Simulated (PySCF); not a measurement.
# WF₃: doublet, from a PBE minimum start

The task is one start of a wider search on WF₃: the doublet, from a PBE minimum start. It is relaxed, tested by its Hessian and followed downhill if it is a saddle.

Computed with PySCF 2.14.0. Level: PBE, basis W def2-SVP with ECP60, F def2-SVP, scalar-relativistic core potentials, no spin–orbit coupling, density fitting.

### Step 1. The system as given

4 atoms, charge 0, spin multiplicity 2.

Bond lengths: W1–F2 1.851 Å, W1–F3 1.836 Å, W1–F4 1.851 Å. Angles: F2–W1–F3 127.3°, F2–W1–F4 105.4°, F3–W1–F4 127.3°.

Z-matrix (Å, degrees; charge 0 multiplicity 2):
```
W
F  1 1.8514
F  1 1.8358 2 127.29
F  1 1.8514 2 105.37 3 -177.48
```

### Step 2. First SCF at the start

The steps below are one call of a driver around PySCF. For each, scf.py gives the equivalent set-up of the SCF; relaxations use the driver's own optimiser. After this first run the driver tries any further starts and a stability analysis.

The input, scf.py:

```python
from pyscf import gto, scf, dft
mol = gto.M(atom='''
W     -0.015908     0.027574    -0.006200
F      1.820227    -0.208580     0.019238
F     -0.933143     1.617670     0.015815
F     -0.730742    -1.680097     0.019835''',
    basis={'W': 'def2-SVP', 'F': 'def2-SVP'},
    ecp={'W': 'def2-SVP'},
    charge=0, spin=1)
mf = dft.UKS(mol, xc='PBE')
mf.grids.atom_grid = (50, 194)
aux = {'W': 'def2-universal-JKFIT', 'F': 'def2-universal-JKFIT'}
mf = mf.density_fit(auxbasis=aux)
mf.conv_tol = 1e-08
mf.diis_space = 10
mf.max_cycle = 60
mf.init_guess = 'minao'
mf.verbose = 4
mf.kernel()
```

Run with:

```
> OMP_NUM_THREADS=2 python axn.py task.json out
```

The runs that follow: Relaxation: PBE minimum start, doublet; Hessian and properties.

Before running it: what results should come out? Wanted: minimum; geometry; wavenumbers; dipole moment; highest occupied, lowest empty level; polar-tensor charge of W1; zero-point energy; atomisation energy; ⟨S²⟩.

**Answer**, as computed:

| quantity | value |
| --- | --- |
| minimum | doublet, Cs |
| geometry | W–F 1.836 Å, W–F 1.851 Å (×2); F–W–F 105.4°, F–W–F 127.3° (×2) |
| wavenumbers (cm⁻¹) | 114 (a''), 156 (a'), 166 (a'), 658 (a''), 677 (a'), 731 (a') |
| dipole moment | 0.66 D |
| highest occupied, lowest empty level (either spin) | -4.96, -4.17 eV |
| polar-tensor charge of W1 | +1.37 e |
| zero-point energy | 15.0 kJ/mol |
| entropy at 298.15 K | 330.0 J/(mol K) |
| atomisation energy (no zero-point energy) | 1771 kJ/mol |
| ⟨S²⟩ | 1.026 |

The molecule stays Cs, as typed, and the end point is a minimum. In the infrared the band at 731 cm⁻¹ (a', stretch) leads. Most of the spin sits on W1 (Mulliken spin 0.95, against 1 for the whole molecule). Other starts or spin states, not run here, may lie lower. The determinant is spin-contaminated (⟨S²⟩ = 1.03, pure value 0.75). One determinant may miss the lowest occupation of an open d or f shell. With an element this heavy the missing spin–orbit coupling can shift these numbers.
